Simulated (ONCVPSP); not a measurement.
# Cu: the cost of one run

The numbers are computed with ONCVPSP 4.0.1.1 (patched build) (PBEsol, scalar-relativistic, spin-unpolarised reference atom).

## (1) Settings

Typed settings, in words:

```json
{
  "element": "copper (Cu, Z = 29)",
  "type": "optimised norm-conserving Vanderbilt (ONCV)",
  "frozen core": "[Ne]",
  "valence charge": "19",
  "reference configuration": "3s2 3p6 3d8 (charge +3)",
  "partial waves": "3s: rc 0.90 bohr, ncon 4, nbas 7, qcut 17 1/bohr, 2 projectors, debl 2.2 Ha; 3p: rc 1.05 bohr, ncon 3, nbas 5, qcut 10.4 1/bohr, 1 projector; 3d: rc 1.35 bohr, ncon 4, nbas 8, qcut 11.7 1/bohr, 2 projectors, debl 1.3 Ha",
  "local potential": "polynomial inside 0.85 bohr (lpopt 3, dvloc0 0 Ha)",
  "core correction": "Teter function, fcfact 5, rcfact 1.8"
}
```

An earlier all-electron run gives the scale for the radii.

All-electron outer shells of the reference configuration (PBEsol, scalar-relativistic, ld1.x):

| shell | level (eV) | outermost node (bohr) | outermost maximum (bohr) |
| --- | --- | --- | --- |
| 3s | -160.34 | 0.29 | 0.61 |
| 3p | -117.62 | 0.26 | 0.62 |
| 3d | -48.88 | – | 0.59 |
| 4s | -34.25 | 0.86 | 1.81 |
| 4p | -25.78 | 0.92 | 2.11 |

## (2) The generation run

The input, Cu.dat:

```
# ATOM AND REFERENCE CONFIGURATION
# atsym  z   nc   nv     iexc    psfile
  Cu 29.00    3    3  -116133      upf
#
#   n    l    f
    1    0    2.00
    2    0    2.00
    2    1    6.00
    3    0    2.00
    3    1    6.00
    3    2    8.00
#
# PSEUDOPOTENTIAL AND OPTIMIZATION
# lmax
    2
#
#   l,   rc,      ep,       ncon, nbas, qcut
    0    0.90    0.00    4    7   17.00
    1    1.05    0.00    3    5   10.40
    2    1.35    0.00    4    8   11.70
#
# LOCAL POTENTIAL
# lloc, lpopt,  rc(5),   dvloc0
    4    3    0.85    0.00
#
# VANDERBILT-KLEINMAN-BYLANDER PROJECTORs
# l, nproj, debl
    0    2    2.20
    1    1    2.60
    2    2    1.30
#
# MODEL CORE CHARGE
# icmod, fcfact, rcfact
    3    5.00    1.80
#
# LOG DERIVATIVE ANALYSIS
# epsh1, epsh2, depsh
   -7.00    5.00    0.04
#
# OUTPUT GRID
# rlmax, drl
    6.00    0.01
#
# TEST CONFIGURATIONS
# ncnf
    4
# nvcnf
#   n    l    f
    4
    3    0    2.00
    3    1    6.00
    3    2   10.00
    4    0    1.00
#
    3
    3    0    2.00
    3    1    6.00
    3    2   10.00
#
    3
    3    0    2.00
    3    1    6.00
    3    2    9.00
#
    5
    3    0    2.00
    3    1    6.00
    3    2    9.00
    4    0    1.00
    4    1    1.00
#
```

On the command line:

```console
$ oncvpsp.x < Cu.dat > Cu.out
```

**Question.** How long does this run take on 1 thread of Neoverse-N1, shared host?

About 5.9 s.
